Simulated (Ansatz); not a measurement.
# GaH4+ (singlet): the correlation ladder at scale of all distances = 1.998, cc-pVDZ

How much of the correlation energy of GaH4+ (singlet) does each wave-function method recover here?

Computed with Ansatz 0.2.0, Gaussian basis. Level: cc-pVDZ, core rule «outside noble gas», up to 14 orbitals frozen.

Plan: UHF; CCSD(T) on RHF; CCSD(T) on UHF; BCCD(T) on RHF; CISD; CCSDT(Q) on RHF; CCSDT(Q) on UHF; CASSCF and MRCISD+Q, 2 electrons in 2 orbitals; CASSCF and NEVPT2, 2 electrons in 2 orbitals; CASSCF and MRCISD+Q, 6 electrons in 8 orbitals; CASSCF and MRCISD+Q(relaxed), 6 electrons in 8 orbitals; CASSCF and NEVPT2, 6 electrons in 8 orbitals; Full CI.

13 further runs of the same task are left out: 6 for a known fault of the program, 7 that didn't finish.

## 1. The geometry

The geometry derives from a PBE0/def2-TZVP stationary point (not a proven minimum). All distances are scaled together. No spin-orbit coupling is included. The filled d shell of Ga may be among the frozen orbitals whatever the setting's name suggests; the logs give the count.

5 atoms, charge 1, spin multiplicity 1.

Atoms are counted from 1 here; the program's logs count them from 0.

No contacts short enough for the rule that draws bonds.

Coordinates:

```xyz
5
GaH4
Ga    0.00000    0.00000   -0.11028
H     0.00000    3.03830   -0.39543
H     0.00000    0.76428    4.20957
H     0.00000   -3.03830   -0.39543
H     0.00000   -0.76428    4.20957
```

## 2. UHF

Input file in.yaml:

```yaml
crystal:
  periodic: [false, false, false]
  atoms:
    - {symbol: Ga, position_ang: [0.000000, 0.000000, -0.110277]}
    - {symbol: H, position_ang: [0.000000, 3.038305, -0.395433]}
    - {symbol: H, position_ang: [0.000000, 0.764279, 4.209567]}
    - {symbol: H, position_ang: [0.000000, -3.038305, -0.395433]}
    - {symbol: H, position_ang: [0.000000, -0.764279, 4.209567]}
basis:
  gaussian: {orbitals: cc-pVDZ}
total_charge: 1
magnetization: {spin_polarized: true, initial_magnetization: 0}
hamiltonian: {xc: hf}
output: {orbitals: {seedname: orbitals}}
```

On the command line:

```console
ansatz run in.yaml --threads 1 --pin off --events-out ev --progress --plain --max-ram 2393MiB
```

Further steps of the session: CCSD(T) on RHF; CCSD(T) on UHF; BCCD(T) on RHF; CISD; CCSDT(Q) on RHF; CCSDT(Q) on UHF; CASSCF and MRCISD+Q, 2 electrons in 2 orbitals; CASSCF and NEVPT2, 2 electrons in 2 orbitals; CASSCF and MRCISD+Q, 6 electrons in 8 orbitals; CASSCF and MRCISD+Q(relaxed), 6 electrons in 8 orbitals; CASSCF and NEVPT2, 6 electrons in 8 orbitals; Full CI.

Q: Predict the results of all the runs planned. Wanted: FCI below the RHF energy; RMP2 from FCI; UMP2 from FCI; RCCSD from FCI; RCCSD(T) from FCI; UCCSD(T) from FCI; RCCSDT(Q) from FCI; UCCSDT(Q) from FCI; NEVPT2 pair from FCI.

**Answer**, as computed:

| quantity | value |
| --- | --- |
| FCI below the RHF energy | -7.7564 eV |
| RMP2 from FCI | -1874.7 meV |
| UMP2 from FCI | +1181.9 meV |
| RCCSD from FCI | +24.1 meV |
| RCCSD(T) from FCI | -35.7 meV |
| UCCSD(T) from FCI | +6.9 meV |
| RCCSDT(Q) from FCI | +1.3 meV |
| UCCSDT(Q) from FCI | -0.5 meV |
| NEVPT2 pair from FCI | +1018.1 meV |
| MRCISD+Q pair from FCI | -183.1 meV |
| NEVPT2 valence from FCI | +67.2 meV |
| levels within 1 kcal/mol (43 meV) | RCCSD, UCCSD, RCCSD(T), UCCSD(T), BCCD(T), RCCSDT, UCCSDT, RCCSDT(Q), UCCSDT(Q), MRCISD valence, MRCISD+Q valence, MRCISD+Q(relaxed) valence |
| T1 diagnostic | 0.056 |
| effectively unpaired electrons | 2.24 |

RCCSD(T) lands -35.7 meV from the yardstick (0.5 % of the correlation energy). CCSD(T) misses by -35.7 meV on the restricted determinant and by +6.9 meV on the unrestricted one; the two need not hold the same state or core. RMP2, RCCSD(T), BCCD(T), RCCSDT, MRCISD+Q pair fall below full CI, which methods that aren't variational can do. With 2.2 effectively unpaired electrons against 0 the state is strongly multireference. Coupled cluster on one determinant still stays close here. Of the multireference levels listed MRCISD+Q(relaxed) valence comes nearest in total energy (-1.7 meV), which doesn't show that its space is the better one. Coupled cluster took another determinant than the lowest Hartree-Fock one. These misses are within one basis, not against nature.
